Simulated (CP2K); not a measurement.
Crystal: Ta3AsAu2O13.

```xyz
19
Lattice="5.7239 0.0000 0.0000 1.2946 6.2567 0.0000 0.2682 1.3098 8.3664" Properties=species:S:1:pos:R:3 pbc="T T T"
Ta    1.7946    2.6749    4.8886
Ta    0.6021    2.0039    8.3542
Ta    4.2740    4.5494    4.2235
As    4.7442    6.6995    6.9482
Au    3.4894    0.8212    1.5572
Au    1.4391    5.7206    3.7383
O     4.8826    5.2937    5.9475
O     3.3158    1.7515    5.8251
O     6.2667    6.7584    7.6914
O     3.3530    6.6833    7.9189
O     4.5661    1.8700    0.2589
O     1.7214    1.5096    0.9266
O     0.9917    1.2312    4.1082
O     3.3694    3.0028    3.6393
O     0.8977    2.6990    6.5755
O     6.1537    3.9289    3.8188
O     4.0568    5.7863    2.9258
O     2.4286    4.7592    5.2267
O     6.5518    6.2513    1.8938
```

The cell was built by a generator and needn't be a form met in nature.

Base run:

- Program: CP2K 2026.2
- Functional: PBEsol
- Potentials or basis: GTH_POTENTIALS Ta GTH-PBE-q13, As GTH-PBE-q5, Au GTH-PBE-q11, O GTH-PBE-q6; DZVP-MOLOPT-SR-GTH basis
- Density cutoff: 12245 eV
- k mesh: 4 × 4 × 3
- Occupations: fermi-dirac, width 0.05 eV
- Spin: no spin polarisation

Its results: band gap on the k mesh 1.27 eV, indirect (least direct gap 1.30 eV); pressure -2.5 GPa; largest force 1.287 eV/Å.

**Question.** The run is repeated on the same cell with these changes: functional from PBEsol to PBE. What comes out?

**Answer.** Band gap on the k mesh 1.31 eV, indirect (least direct gap 1.34 eV); pressure 0.7 GPa; largest force 1.356 eV/Å.

PBE binds less tightly than PBEsol, so the same cell stands under more pressure.

Caveats: spin-orbit coupling is left out, which moves the levels of the heavy elements; an odd mesh through Γ misses points on the zone boundary, where band edges often lie; the basis of atomic orbitals isn't converged, which shifts pressures, moduli and gaps; the potentials were made for another functional, which shifts forces and pressure (some runs); forces of over 1 eV/Å show positions far from the minimum, so gaps and moduli don't describe the material at rest (some runs).
